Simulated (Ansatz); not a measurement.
Consider a ladder of basis sets of ClGeH₃, SMILES [Cl][GeH3] (Ansatz's Python interface).

The script, `basis_clgeh3.py`:
```python
"""Basis-set convergence for ClGeH3."""

import warnings

import ansatz as az

warnings.simplefilter("ignore", az.DeckWarning)

geometry_ang = [
    ("Cl", [-1.8986, -0.0114, 0.6473]),
    ("Ge", [0.1055, -0.0114, -0.0428]),
    ("H", [0.1742, 0.6591, -1.4521]),
    ("H", [0.6664, -1.4678, -0.1393]),
    ("H", [1.0023, 0.7579, 0.9455]),
]
clgeh3 = az.Crystal.molecule()
for symbol, xyz in geometry_ang:
    clgeh3 = clgeh3.atom(symbol, xyz)

calc = clgeh3.calculation().functional("pbe0")

energies = {}
for basis in ["cc-pVDZ", "cc-pVTZ"]:
    r = calc.basis(gaussian=basis).run(threads=1, backend="cpu").report
    size = r["n_frozen"] + r["n_occupied"][0] + r["n_virtual"][0]
    energies[basis] = (r["reference_energy_ev"] / 27.211386246, r["free_energy_ev"] / 27.211386246)
    print(f"{basis:14s} {size:4d} orbitals  reference {energies[basis][0]:14.6f} Ha  total {energies[basis][1]:14.6f} Ha")

last = energies["cc-pVTZ"][1]
for basis, (_, total) in energies.items():
    print(f"{basis:14s} lies {27.211386 * (total - last):9.4f} eV above cc-pVTZ")
```

How far does the total energy move along this ladder of basis sets?

Against cc-pVDZ: cc-pVTZ -90.2 mHa. The last step alone is -90.20 mHa. From the first set to the last the time grows from 1.6 to 2.3 s.

The run itself:

```console
$ python basis_clgeh3.py
cc-pVDZ          60 orbitals  reference   -2538.586834 Ha  total   -2538.586834 Ha
cc-pVTZ         119 orbitals  reference   -2538.677034 Ha  total   -2538.677034 Ha
cc-pVDZ        lies    2.4545 eV above cc-pVTZ
cc-pVTZ        lies    0.0000 eV above cc-pVTZ
```

Reading the output:
- The drop along the ladder measures the basis error, and is no property of the molecule.
- The geometry is a force-field or estimated start, not a minimum of this method, and the last set is no limit. Much of the fall in a total is atomic energy, which cancels in bond and reaction energies.
- For Al to Cl the sets with a tight d function, cc-pV(X+d)Z, are usual.
- The whole script took 4.3 s on 1 thread of Arm Neoverse V1, on a shared host, peak memory 0.28 GiB.
